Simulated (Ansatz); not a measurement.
**CH5BTe (SMILES BC[TeH]): single points off equilibrium**

A test off equilibrium: a structure displaced at random from a GFN2-xTB minimum is computed at several levels, and each is set against CCSD(T).

Method: single points in def2-TZVPP; program: Ansatz 0.2.0, Gaussian basis.

Correlated methods freeze the cores. Filled d shells of the heavier atoms are correlated. Core potentials replace the inner electrons past krypton, and spin-orbit coupling is left out. B3LYP uses VWN-RPA correlation.

**1. Where the work starts**

SMILES `BC[TeH]`, 8 atoms, charge 0, spin multiplicity 1.

Atoms are counted from 1 here; the program's logs count them from 0.

Bond lengths: B1–C2 1.575 Å, B1–H4 1.173 Å, B1–H5 1.188 Å, C2–Te3 2.153 Å, C2–H6 1.106 Å, C2–H7 1.064 Å, Te3–H8 1.680 Å. Angles: C2–B1–H4 123.4°, C2–B1–H5 118.6°, H4–B1–H5 118.0°, B1–C2–Te3 114.5°, B1–C2–H6 108.7°, B1–C2–H7 108.2°, Te3–C2–H6 109.8°, Te3–C2–H7 110.3°, H6–C2–H7 105.0°, C2–Te3–H8 92.7°.

Coordinates:

```xyz
8

B    -0.4928    0.7726   -1.0084
C     0.2929    0.0935    0.1753
Te   -0.5850   -1.7354    0.8959
H    -1.4961    0.3496   -1.4447
H    -0.0441    1.7583   -1.4963
H     1.3332   -0.0932   -0.1515
H     0.3759    0.7996    0.9664
H     0.6138   -1.9478    2.0538
```

**2. CCSD(T)/def2-TZVPP**

run/in.yaml reads:

```yaml
crystal:
  periodic: [false, false, false]
  atoms:
    - {symbol: B, position_ang: [-0.492800, 0.772600, -1.008400]}
    - {symbol: C, position_ang: [0.292900, 0.093500, 0.175300]}
    - {symbol: Te, position_ang: [-0.585000, -1.735400, 0.895900]}
    - {symbol: H, position_ang: [-1.496100, 0.349600, -1.444700]}
    - {symbol: H, position_ang: [-0.044100, 1.758300, -1.496300]}
    - {symbol: H, position_ang: [1.333200, -0.093200, -0.151500]}
    - {symbol: H, position_ang: [0.375900, 0.799600, 0.966400]}
    - {symbol: H, position_ang: [0.613800, -1.947800, 2.053800]}
basis:
  gaussian: {orbitals: def2-TZVPP}
correlation: {method: ccsd_t}
output: {forces: true}
```

No record of the launch command was kept for these runs.

**3. PBE0-D4/def2-TZVPP**

Edit run/in.yaml of step 2 so:

```diff
@@ -13,3 +13,3 @@
   gaussian: {orbitals: def2-TZVPP}
-correlation: {method: ccsd_t}
-output: {forces: true}
+hamiltonian: {xc: pbe0, dispersion: d4}
+output: {forces: true, orbitals: {seedname: orbitals}}
```

**4. wB97M-V/def2-TZVPP**

Edit run/in.yaml of step 3 so:

```diff
@@ -13,3 +13,3 @@
   gaussian: {orbitals: def2-TZVPP}
-hamiltonian: {xc: pbe0, dispersion: d4}
-output: {forces: true, orbitals: {seedname: orbitals}}
+hamiltonian: {xc: {name: wB97M-V}}
+output: {forces: true}
```

**5. r2SCAN-D4/def2-TZVPP**

Edit run/in.yaml of step 4 so:

```diff
@@ -13,3 +13,3 @@
   gaussian: {orbitals: def2-TZVPP}
-hamiltonian: {xc: {name: wB97M-V}}
+hamiltonian: {xc: r2scan, dispersion: d4}
 output: {forces: true}
```

**6. PBE-D4/def2-TZVPP**

Edit run/in.yaml of step 5 so:

```diff
@@ -13,3 +13,3 @@
   gaussian: {orbitals: def2-TZVPP}
-hamiltonian: {xc: r2scan, dispersion: d4}
+hamiltonian: {xc: pbe, dispersion: d4}
 output: {forces: true}
```

**7. B3LYP-D4/def2-TZVPP**

Edit run/in.yaml of step 6 so:

```diff
@@ -13,3 +13,3 @@
   gaussian: {orbitals: def2-TZVPP}
-hamiltonian: {xc: pbe, dispersion: d4}
+hamiltonian: {xc: {name: B3LYP}, dispersion: d4}
 output: {forces: true}
```

**8. HSE06-D4/def2-TZVPP**

Edit run/in.yaml of step 7 so:

```diff
@@ -13,3 +13,3 @@
   gaussian: {orbitals: def2-TZVPP}
-hamiltonian: {xc: {name: B3LYP}, dispersion: d4}
+hamiltonian: {xc: hse06, dispersion: d4}
 output: {forces: true}
```

(Steps that only read results are left out.)

**Question.** What will these runs give? Wanted: energy less free atoms, CCSD(T)/def2-TZVPP; RMS force component; RMS force error; HOMO and LUMO, PBE0-D4; T1 diagnostic.

The runs gave:

| quantity | value |
| --- | --- |
| energy less free atoms, CCSD(T)/def2-TZVPP | -2487.3 kJ/mol |
| RMS force component | 0.421 to 0.504 eV/Å over the methods |
| RMS force error | PBE0-D4 0.114, wB97M-V 0.072, r2SCAN-D4 0.133, PBE-D4 0.215, B3LYP-D4 0.141, HSE06-D4 0.115 eV/Å |
| HOMO and LUMO, PBE0-D4 | -6.11 and -1.71 eV |
| T1 diagnostic | 0.010 |

**Reading.** Against CCSD(T) the functionals' energies less atoms differ by -93.7 to -59.6 kJ/mol, PBE-D4 by -93.7 kJ/mol. CCSD(T) in triple zeta still lacks some correlation energy of the bonds, so part of these gaps is its own basis error and they don't rank the functionals. For forces wB97M-V does best and PBE-D4 worst. Frozen-core CCSD(T) forces in triple zeta carry basis errors of their own, and this is one geometry, so small gaps rank nothing.
